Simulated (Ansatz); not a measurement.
**AlGaHF+ (doublet): the correlation ladder, cc-pVDZ**

Aim: climb from Hartree-Fock through coupled cluster and multireference methods for AlGaHF+ (doublet) at one geometry and basis, and see what each rung misses.

Method: cc-pVDZ, core rule «outside noble gas», up to 20 orbitals frozen; program: Ansatz 0.2.0, Gaussian basis.

To be run: UHF; CCSD(T) on ROHF; CCSD(T) on UHF; BCCD(T) on ROHF; CISD; CCSDT(Q) on ROHF; CCSDT(Q) on UHF; CASSCF and MRCISD+Q, 9 electrons in 9 orbitals; CASSCF and NEVPT2, 9 electrons in 9 orbitals.

22 further runs of the same task are left out: 2 for a known fault of the program, 6 that didn't finish, 14 set aside as unsound or not needed.

## Step 1: The system

The geometry is a PBE0/def2-TZVP stationary point (not a proven minimum) of the parent state, kept for this charge and spin. No spin-orbit coupling is included. The filled d shell of Ga may be among the frozen orbitals whatever the setting's name suggests; the logs give the count.

4 atoms, charge 1, spin multiplicity 2.

Atoms are counted from 1 here; the program's logs count them from 0.

Bond lengths: F1–Al2 1.661 Å, Al2–Ga3 2.657 Å, Al2–H4 1.951 Å, Ga3–H4 1.849 Å. Angles: F1–Al2–Ga3 150.2°, F1–Al2–H4 106.1°, Ga3–Al2–H4 44.1°, Al2–Ga3–H4 47.2°, Al2–H4–Ga3 88.7°.

## Step 2: UHF

in.yaml reads:

```yaml
crystal:
  periodic: [false, false, false]
  atoms:
    - {symbol: F, position_ang: [0.000000, 0.278033, 2.873384]}
    - {symbol: Al, position_ang: [0.000000, -0.336799, 1.330867]}
    - {symbol: Ga, position_ang: [0.000000, 0.037169, -1.299911]}
    - {symbol: H, position_ang: [0.000000, 1.204076, 0.134100]}
basis:
  gaussian: {orbitals: cc-pVDZ}
total_charge: 1
magnetization: {spin_polarized: true, initial_magnetization: 1}
hamiltonian: {xc: hf}
output: {orbitals: {seedname: orbitals}}
```

Run with:

```sh
$ ansatz run in.yaml --threads 1 --pin off --events-out ev --progress --plain --max-ram 2393MiB
```

After this run come: CCSD(T) on ROHF; CCSD(T) on UHF; BCCD(T) on ROHF; CISD; CCSDT(Q) on ROHF; CCSDT(Q) on UHF; CASSCF and MRCISD+Q, 9 electrons in 9 orbitals; CASSCF and NEVPT2, 9 electrons in 9 orbitals.

Before running them: what should the planned runs give, taken together? Wanted: UCCSDT(Q) below the RHF energy; RMP2 from UCCSDT(Q); UMP2 from UCCSDT(Q); RCCSD from UCCSDT(Q); RCCSD(T) from UCCSDT(Q); UCCSD(T) from UCCSDT(Q); RCCSDT(Q) from UCCSDT(Q); MRCISD+Q frontier from UCCSDT(Q); T1 diagnostic.

As calculated:

| quantity | value |
| --- | --- |
| UCCSDT(Q) below the RHF energy | -8.4057 eV |
| RMP2 from UCCSDT(Q) | +20.21 kcal/mol |
| UMP2 from UCCSDT(Q) | +20.12 kcal/mol |
| RCCSD from UCCSDT(Q) | +5.09 kcal/mol |
| RCCSD(T) from UCCSDT(Q) | +1.07 kcal/mol |
| UCCSD(T) from UCCSDT(Q) | +1.06 kcal/mol |
| RCCSDT(Q) from UCCSDT(Q) | +0.11 kcal/mol |
| MRCISD+Q frontier from UCCSDT(Q) | +1.07 kcal/mol |
| levels within 1 kcal/mol (43 meV) | BCCD(T), RCCSDT, UCCSDT, RCCSDT(Q) |
| T1 diagnostic | 0.028 |

What this shows: RCCSD(T) lands +1.07 kcal/mol from the yardstick (0.6 % of the correlation energy). These misses are within one basis, not against nature; the frozen cores of restricted and unrestricted runs differ, which can shift their rows.
